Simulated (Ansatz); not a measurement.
**CH2BNO: single points off equilibrium**

How do the functionals fare away from a minimum? The structure is a structure displaced at random from a GFN2-xTB minimum.

The runs use Ansatz 0.2.0, Gaussian basis; single points in def2-TZVPP.

Correlated methods freeze the cores.

### 1 The system as given

SMILES `BN=C=O`, 6 atoms, charge 0, spin multiplicity 1.

Atoms are counted from 1 here; the program's logs count them from 0.

Bond lengths: B1–N2 1.563 Å, B1–H5 1.220 Å, B1–H6 1.253 Å, N2–C3 1.166 Å, C3–O4 1.155 Å. Angles: N2–B1–H5 107.6°, N2–B1–H6 116.4°, H5–B1–H6 135.6°, B1–N2–C3 170.6°, N2–C3–O4 176.6°.

Coordinates:

| atom | x (Å) | y (Å) | z (Å) |
| --- | --- | --- | --- |
| B1 | -0.5246 | 1.0592 | -0.1607 |
| N2 | 0.1669 | -0.2993 | 0.1841 |
| C3 | 0.6730 | -1.3474 | 0.2547 |
| O4 | 1.1111 | -2.4133 | 0.3319 |
| H5 | -0.9924 | 0.9597 | -1.2834 |
| H6 | -0.3825 | 1.9847 | 0.6716 |

### 2 CCSD(T)/def2-TZVPP

run/in.yaml reads:

```yaml
crystal:
  periodic: [false, false, false]
  atoms:
    - {symbol: B, position_ang: [-0.524600, 1.059200, -0.160700]}
    - {symbol: N, position_ang: [0.166900, -0.299300, 0.184100]}
    - {symbol: C, position_ang: [0.673000, -1.347400, 0.254700]}
    - {symbol: O, position_ang: [1.111100, -2.413300, 0.331900]}
    - {symbol: H, position_ang: [-0.992400, 0.959700, -1.283400]}
    - {symbol: H, position_ang: [-0.382500, 1.984700, 0.671600]}
basis:
  gaussian: {orbitals: def2-TZVPP}
correlation: {method: ccsd_t}
output: {forces: true}
```

The command line of these runs was not kept.

### 3 PBE0-D4/def2-TZVPP

run/in.yaml, as its differences from that of step 2:

```diff
@@ -11,3 +11,3 @@
   gaussian: {orbitals: def2-TZVPP}
-correlation: {method: ccsd_t}
-output: {forces: true}
+hamiltonian: {xc: pbe0, dispersion: d4}
+output: {forces: true, orbitals: {seedname: orbitals}}
```

### 4 wB97M-V/def2-TZVPP

run/in.yaml, as its differences from that of step 3:

```diff
@@ -11,3 +11,3 @@
   gaussian: {orbitals: def2-TZVPP}
-hamiltonian: {xc: pbe0, dispersion: d4}
-output: {forces: true, orbitals: {seedname: orbitals}}
+hamiltonian: {xc: {name: wB97M-V}}
+output: {forces: true}
```

### 5 r2SCAN-D4/def2-TZVPP

run/in.yaml, as its differences from that of step 4:

```diff
@@ -11,3 +11,3 @@
   gaussian: {orbitals: def2-TZVPP}
-hamiltonian: {xc: {name: wB97M-V}}
+hamiltonian: {xc: r2scan, dispersion: d4}
 output: {forces: true}
```

### 6 PBE-D4/def2-TZVPP

run/in.yaml, as its differences from that of step 5:

```diff
@@ -11,3 +11,3 @@
   gaussian: {orbitals: def2-TZVPP}
-hamiltonian: {xc: r2scan, dispersion: d4}
+hamiltonian: {xc: pbe, dispersion: d4}
 output: {forces: true}
```

### 7 BLYP-D4/def2-TZVPP

run/in.yaml, as its differences from that of step 6:

```diff
@@ -11,3 +11,3 @@
   gaussian: {orbitals: def2-TZVPP}
-hamiltonian: {xc: pbe, dispersion: d4}
+hamiltonian: {xc: {name: BLYP}, dispersion: d4}
 output: {forces: true}
```

### 8 HSE06-D4/def2-TZVPP

run/in.yaml, as its differences from that of step 7:

```diff
@@ -11,3 +11,3 @@
   gaussian: {orbitals: def2-TZVPP}
-hamiltonian: {xc: {name: BLYP}, dispersion: d4}
+hamiltonian: {xc: hse06, dispersion: d4}
 output: {forces: true}
```

(Steps that only read results are left out.)

**Question.** What will these runs give? Wanted: energy less free atoms, CCSD(T)/def2-TZVPP; RMS force component; RMS force error; HOMO and LUMO, PBE0-D4; T1 diagnostic.

The runs gave:

```
                                  quantity                                                                                            value
energy less free atoms, CCSD(T)/def2-TZVPP                                                                                  -595.5 kcal/mol
                       RMS force component                                                             1.848 to 2.125 eV/Å over the methods
                           RMS force error  PBE0-D4 0.268, wB97M-V 0.244, r2SCAN-D4 0.138, PBE-D4 0.182, BLYP-D4 0.181, HSE06-D4 0.259 eV/Å
                    HOMO and LUMO, PBE0-D4                                                                               -8.37 and -2.31 eV
                             T1 diagnostic                                                                                            0.017
```

Against CCSD(T) the functionals' energies less atoms differ by -56.6 to -27.9 kcal/mol, PBE-D4 by -56.6 kcal/mol. CCSD(T) in triple zeta still lacks some correlation energy of the bonds, so part of these gaps is its own basis error and they don't rank the functionals. For forces r2SCAN-D4 does best and PBE0-D4 worst. Frozen-core CCSD(T) forces in triple zeta carry basis errors of their own, and this is one geometry, so small gaps rank nothing.
